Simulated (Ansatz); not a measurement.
# Cl− with Cl2: superposition error and deformation

One table from this session's results is given with a row withheld; the runs are named, their logs left out.

Method: PBE0-D4 structures, single points in def2-TZVPPD; program: Ansatz 0.2.0, Gaussian basis.

Levels: PBE-D4, revPBE-D4, BLYP-D4, r2SCAN-D4, B97M-V, PBE0-D4, B3LYP-D4, HSE06-D4, wB97X-V, wB97M-V, B2PLYP, Hartree-Fock, MP2, CCSD, CCSD(T).

Cores are frozen in the correlated methods. B3LYP uses VWN-RPA correlation. B2PLYP carries no dispersion term here.

129 further runs of the same task are left out: 129 set aside as unsound or not needed.

### Starting geometry

The relaxed pair: 3 atoms, charge -1, spin multiplicity 1.

Atoms are counted from 1 here; the program's logs count them from 0.

Bond lengths: Cl1–Cl2 2.294 Å, Cl2–Cl3 2.293 Å. Angles: Cl1–Cl2–Cl3 180.0°.

Geometry (Å):

```xyz
3
charge -1, multiplicity 1
Cl    0.35603   -0.03494   -2.26552
Cl   -0.00003    0.00004    0.00017
Cl   -0.35601    0.03500    2.26535
```

Atoms 1 to 1 are fragment A (Cl−), the rest fragment B (Cl2). From earlier runs, pair energy (eV) and counterpoise interaction (kcal/mol):

| method | E(pair) | interaction |
| --- | --- | --- |
| PBE-D4 | -37556.48709 | -47.33 |
| revPBE-D4 | -37564.98278 | -44.94 |
| BLYP-D4 | -37571.73997 | -42.35 |
| r2SCAN-D4 | -37568.99317 | -47.30 |
| B97M-V | -37561.52182 | -43.81 |
| PBE0-D4 | -37559.02183 | -44.86 |
| B3LYP-D4 | -37572.84755 | -41.38 |
| HSE06-D4 | -37558.41539 | -45.29 |
| wB97X-V | -37565.32328 | -37.68 |
| wB97M-V | -37569.23694 | -37.39 |
| B2PLYP | -37560.74013 | -39.30 |
| Hartree-Fock | -37512.56251 | -25.60 |
| MP2 | -37529.28017 | -38.58 |
| CCSD(T) | -37531.26056 | -32.88 |

First each fragment is run alone in its own basis, frozen in the shape it has in the pair (a, b).

The first run:

Input file a/in.yaml:

```yaml
crystal:
  periodic: [false, false, false]
  atoms:
    - {symbol: Cl, position_ang: [0.356034, -0.034937, -2.265524]}
basis:
  gaussian: {orbitals: "def2-TZVPPD.json"}
total_charge: -1
hamiltonian: {xc: {name: wB97X-V}}
```

Input file b/in.yaml:

```yaml
crystal:
  periodic: [false, false, false]
  atoms:
    - {symbol: Cl, position_ang: [-0.000025, 0.000036, 0.000174]}
    - {symbol: Cl, position_ang: [-0.356010, 0.035001, 2.265349]}
basis:
  gaussian: {orbitals: "def2-TZVPPD.json"}
hamiltonian: {xc: {name: wB97X-V}}
```

The basis file named in the input lies beside it (Basis Set Exchange, JSON).

Each run has its own folder and the same command.

On the command line:

```
$ ansatz run in.yaml --threads 2 --pin off --events-out ev --progress --plain --max-ram 5222MiB
```

Among the steps run: wB97X-V/def2-TZVPPD; wB97M-V/def2-TZVPPD; B2PLYP/def2-TZVPPD; B97M-V/def2-TZVPPD; CCSD(T)/def2-TZVPPD; Relaxing Cl2 alone; PBE-D4/def2-TZVPPD; r2SCAN-D4/def2-TZVPPD; PBE0-D4/def2-TZVPPD; B3LYP-D4/def2-TZVPPD; BLYP-D4/def2-TZVPPD; revPBE-D4/def2-TZVPPD; HSE06-D4/def2-TZVPPD.

One table of the session follows, with a row left open; its other results are not shown here.

| method | interaction with counterpoise (kcal/mol) |
| --- | --- |
| PBE-D4 | -47.33 |
| revPBE-D4 | -44.94 |
| BLYP-D4 | -42.35 |
| r2SCAN-D4 | -47.30 |
| B97M-V | -43.81 |
| PBE0-D4 | -44.86 |
| B3LYP-D4 | -41.38 |
| HSE06-D4 | -45.29 |
| wB97X-V | -37.68 |
| wB97M-V | -37.39 |
| B2PLYP | -39.30 |
| Hartree-Fock | -25.60 |
| MP2 | -38.58 |
| CCSD | ? |
| CCSD(T) | -32.88 |

**Question.** Estimate the row for CCSD.

The run gave: interaction with counterpoise (kcal/mol): -30.59. In the column «interaction with counterpoise (kcal/mol)» it lies between CCSD(T) (-32.88) and Hartree-Fock (-25.60).
